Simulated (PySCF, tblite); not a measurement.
**2,2,2-trifluoroethyl acrylate (C5H5F3O2): geometry, infrared bands, NMR shifts, spin-spin couplings and electronic excitations**

Wanted: the infrared bands, NMR shifts, spin-spin couplings and electronic excitations of 2,2,2-trifluoroethyl acrylate (C5H5F3O2) (`C=CC(=O)OCC(F)(F)F`), by calculation.

Programs: tblite 0.8.0 and PySCF 2.14.0, with density-fitted response routines of our own. Each step states its level of theory. These are calculated values for one molecule in the gas phase, unless marked as measured. Atoms are numbered from 0 throughout.

**1. The molecule as given**

15 atoms, charge 0, multiplicity 1; geometry from: force field or distance geometry start.

Bonds of the start (Å): C0–C1 1.33, C1–C2 1.49, C2–O3 1.21, C2–O4 1.35, O4–C5 1.44, C5–C6 1.52, C6–F7 1.36, C6–F8 1.35, C6–F9 1.35, C0–H10 1.09, C0–H11 1.10, C1–H12 1.09, C5–H13 1.10, C5–H14 1.09.

**2. Geometry optimisation with GFN2-xTB**

Job settings and geometry (Å):

```
{"job": {"kind": "relax", "xc": "GFN2-xTB", "basis": "xTB"}, "charge": 0, "multiplicity": 1}
C     -3.087800    -0.215300     0.320800
C     -1.964300     0.499100     0.315800
C     -0.723200    -0.050200    -0.289900
O     -0.634200    -1.120400    -0.854100
O      0.253800     0.869100    -0.138900
C      1.532300     0.457200    -0.664200
C      2.337700    -0.353700     0.340800
F      2.579800     0.365800     1.472000
F      1.720200    -1.498100     0.711900
F      3.537000    -0.697400    -0.168800
H     -3.155700    -1.200400    -0.134000
H     -4.002000     0.179200     0.779200
H     -1.909700     1.477300     0.790800
H      2.091800     1.374300    -0.899300
H      1.419700    -0.078500    -1.603900
```

The run is started by

```console
OMP_NUM_THREADS=1 python probes_run.py task.json out
```

One launch serves the whole session: the jobs run in the order shown.

**Question.** This job is followed by: GFN2-xTB harmonic vibrations, gas phase; PBE0-D3(BJ)/def2-SVP geometry optimisation, gas phase; GIAO PBE0/pcSseg-1 NMR shielding, non-relativistic, gas phase; B3LYP/pcJ-1 indirect spin-spin coupling, non-relativistic, gas phase; TDDFT CAM-B3LYP/def2-SVPD, vertical, gas phase, core orbitals frozen in the response; GIAO KT3/pcSseg-1 NMR shielding, non-relativistic, gas phase. What will the session give for the following? strongest single infrared mode (GFN2-xTB); zero-point energy (GFN2-xTB); point group; rotational constants (main isotopes); 13C shifts against TMS (PBE0/pcSseg-1); 1H shifts against TMS (PBE0/pcSseg-1, means over atoms taken as alike); 17O shifts against H2O (PBE0/pcSseg-1); 19F shifts against CFCl3 (PBE0/pcSseg-1, means over atoms taken as alike); largest coupling of the table (B3LYP/pcJ-1); lowest singlet (CAM-B3LYP/def2-SVPD); brightest single state of those computed; lowest triplet; vertical ionisation energy (ΔSCF); vertical electron affinity (ΔSCF); range of the shift of O3.

The runs gave:

```
                                                                 quantity                                             value
                                strongest single infrared mode (GFN2-xTB)                             1111 cm⁻¹, 432 km/mol
                                             zero-point energy (GFN2-xTB)                                     60.0 kcal/mol
                                                              point group                                                C1
                                     rotational constants (main isotopes)                              3.26, 0.67, 0.65 GHz
                                   13C shifts against TMS (PBE0/pcSseg-1)              168.3, 145.3, 134.6, 127.9, 59.8 ppm
   1H shifts against TMS (PBE0/pcSseg-1, means over atoms taken as alike)                        7.14, 6.35, 6.28, 4.52 ppm
                                   17O shifts against H2O (PBE0/pcSseg-1)                                  393.5, 188.4 ppm
19F shifts against CFCl3 (PBE0/pcSseg-1, means over atoms taken as alike)                                         -88.5 ppm
                              largest coupling of the table (B3LYP/pcJ-1)                          1J(C,F) C6–F7, -344.6 Hz
                                     lowest singlet (CAM-B3LYP/def2-SVPD)                       5.24 eV (237 nm), f = 0.000
                                 brightest single state of those computed                       state 2, 6.40 eV, f = 0.341
                                                           lowest triplet                                           3.80 eV
                                        vertical ionisation energy (ΔSCF)                                          10.93 eV
                                        vertical electron affinity (ΔSCF)  -0.06 eV (unbound: the value hangs on the basis)
                                                 range of the shift of O3                                360.4 to 393.5 ppm
```

**Reading.** Over 92 steps the energy fell by 0.146 eV; of the close pairs, O4–C5 changed most, 1.442 to 1.408 Å (GFN2-xTB). No mode is imaginary among the 39: a minimum at this level. The strongest single mode, at 1111 cm⁻¹, is carried by O4, C2, C5. Unscaled tight-binding wavenumbers are off by several per cent, some by more. Its intensities can rank the bands wrongly. Over 6 steps the energy fell by 0.039 eV; of the close pairs, C5–C6 changed most, 1.529 to 1.513 Å (PBE0/def2-SVP). No frequency check was run at this level, so the end point may be a saddle. At PBE0/pcSseg-1: The largest span, 659 ppm, is at O3, where the paramagnetic term is -462 ppm. In the run at B3LYP/pcJ-1, the largest coupling of the table is C6–F7 (mean over like pairs), -344.6 Hz, of which the Fermi-contact term gives -319.3 Hz. Couplings across rotatable bonds belong to this one conformer; where others are populated, the observed values are averages. Density functionals describe couplings to fluorine poorly, F–F couplings above all, so those rows are rough. Across the 2 runs the shift of O3 moves most, between 360.4 (KT3/pcSseg-1) and 393.5 ppm (PBE0/pcSseg-1).
